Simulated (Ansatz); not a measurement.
Write a Python script for the Ansatz DFT code, driven from Python that makes a ladder of methods at one geometry of C₃H₅BrO, SMILES CC=C(O)Br. Level of theory (for the species named): HSE06, def2-SVP basis, multiplicity 1. The script varies functional: hse06, blyp, pbe, pbe0.

```xyz
10

C    -1.1718   -0.8167    0.1005
C    -0.2687    0.2817    0.5402
C     0.8642    0.5831   -0.0667
O     1.3895   -0.0831   -1.1765
Br    2.0255    1.9140    0.5718
H    -2.1910   -0.3042   -0.1397
H    -0.8511   -1.3015   -0.7998
H    -1.3250   -1.4900    0.8798
H    -0.5629    0.8556    1.4687
H     2.1745    0.3097   -1.3753
```

The script, `c3h5bro_methods.py`:
```python
"""One geometry of C3H5BrO, method by method."""

from pathlib import Path

import ansatz as az
from ase import Atoms
import numpy as np


def main() -> None:
    atoms = Atoms(["C", "C", "C", "O", "Br", "H", "H", "H", "H", "H"], positions=[
        (-1.1718, -0.8167, 0.1005),
        (-0.2687, 0.2817, 0.5402),
        (0.8642, 0.5831, -0.0667),
        (1.3895, -0.0831, -1.1765),
        (2.0255, 1.914, 0.5718),
        (-2.191, -0.3042, -0.1397),
        (-0.8511, -1.3015, -0.7998),
        (-1.325, -1.49, 0.8798),
        (-0.5629, 0.8556, 1.4687),
        (2.1745, 0.3097, -1.3753),
    ])
    system = az.Crystal.molecule_from_ase(atoms)

    base = (
        system.calculation()
        .basis(gaussian="def2-SVP")
        .scf(lower_state_search="off")
    )

    print("functional    E (Ha)        dipole (D)   HOMO (eV)  LUMO (eV)")
    for name in ["hse06", "blyp", "pbe", "pbe0"]:
        r = base.functional(name).forces().orbitals().run(threads=1, runs_dir="runs").report
        lines = Path(r["orbitals_path"]).read_text().splitlines()
        field_of = lambda key: [line.split("=")[1].strip() for line in lines if line.startswith(key)]
        orbitals = [(27.211386 * float(e), s, float(n)) for e, s, n in zip(field_of("Ene="), field_of("Spin="), field_of("Occup="))]
        homo = max(e for e, _, n in orbitals if n > 0.5)
        lumo = min(e for e, _, n in orbitals if n < 0.5)
        dipole = 4.803205 * np.linalg.norm(r["charge_distribution"]["dipole_moment_e_ang"])
        print(f"{name:10s} {r['free_energy_ev'] / 27.211386246:14.6f} {dipole:9.3f} {homo:11.3f} {lumo:10.3f}")


if __name__ == "__main__":
    main()
```

Running `python c3h5bro_methods.py` prints:
```text
functional    E (Ha)        dipole (D)   HOMO (eV)  LUMO (eV)
hse06        -2765.691585     0.045      -6.164     -0.051
blyp         -2766.160406     0.180      -5.092     -0.508
pbe          -2765.593392     0.140      -5.289     -0.669
pbe0         -2765.696995     0.045      -6.563      0.337
```

What to keep in mind:
- The settings weren't tested for convergence.
- The geometry is a force-field or estimated start, not a minimum of this method, and the basis set is short of its limit. A lower total doesn't mark the better method: functionals have no common bound, and MP2 and coupled cluster aren't variational.
- Levels such as HOMO and LUMO are orbital energies: with these approximate functionals they aren't the ionisation energy and electron affinity, and their gap isn't the fundamental gap.
- hse06 follows the composition of plane-wave codes, whose totals differ by tens of mHa, up to about 0.1 Ha, from the form usual in Gaussian-basis programs (wpbeh).
- Finished in 11 s on 1 thread of Intel(R) Xeon(R) Platinum 8375C CPU @ 2.90GHz (Ice Lake), with other jobs on the host, peak memory 0.29 GiB.
